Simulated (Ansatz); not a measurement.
# C2H3Ge: the cost of one run

All numbers below are computed with Ansatz 0.2.0 (RKS revPBE-D4/def2-SVP).

## 1. The system as given

Bond lengths: C1–C2 1.178 Å, C2–Ge3 2.061 Å, Ge3–H4 1.533 Å, Ge3–H5 1.504 Å, Ge3–H6 1.504 Å. Angles: C1–C2–Ge3 146.3°, C2–Ge3–H4 78.8°, C2–Ge3–H5 105.4°, C2–Ge3–H6 105.4°, H4–Ge3–H5 117.1°, H4–Ge3–H6 117.2°, H5–Ge3–H6 121.2°.

As a file:

```xyz
6

C     1.1081   -1.8489    0.9323
C     0.3008   -1.2064    0.3644
Ge   -0.2644    0.6752   -0.2584
H    -1.4128   -0.1788   -0.8077
H     0.7951    1.1084   -1.2340
H    -0.5268    1.4507    1.0034
```

## 2. Relaxing end A

Contents of input.yaml:

```yaml
crystal:
  periodic: [false, false, false]
  atoms:
    - { symbol: C, position_ang: [1.10813, -1.84894, 0.93231] }
    - { symbol: C, position_ang: [0.30081, -1.20643, 0.36437] }
    - { symbol: Ge, position_ang: [-0.26441, 0.67515, -0.25842] }
    - { symbol: H, position_ang: [-1.4128, -0.17883, -0.80768] }
    - { symbol: H, position_ang: [0.79505, 1.10838, -1.23404] }
    - { symbol: H, position_ang: [-0.52677, 1.45067, 1.00345] }
total_charge: 1
basis:
  gaussian: { orbitals: def2-SVP }
hamiltonian:
  xc: revpbe
  dispersion: d4
relax:
  f_tol: 0.02
  max_steps: 50
```

Launch:

```bash
ansatz run input.yaml --threads 1 --pin off --max-ram 2048MiB --backend cpu --events-out ev --progress --plain --runs-dir out
```

**Question.** How long does this run take on 1 thread of an Arm CPU, shared host, and how much memory does it need?

About 47 s, with a peak of 0.13 GiB.
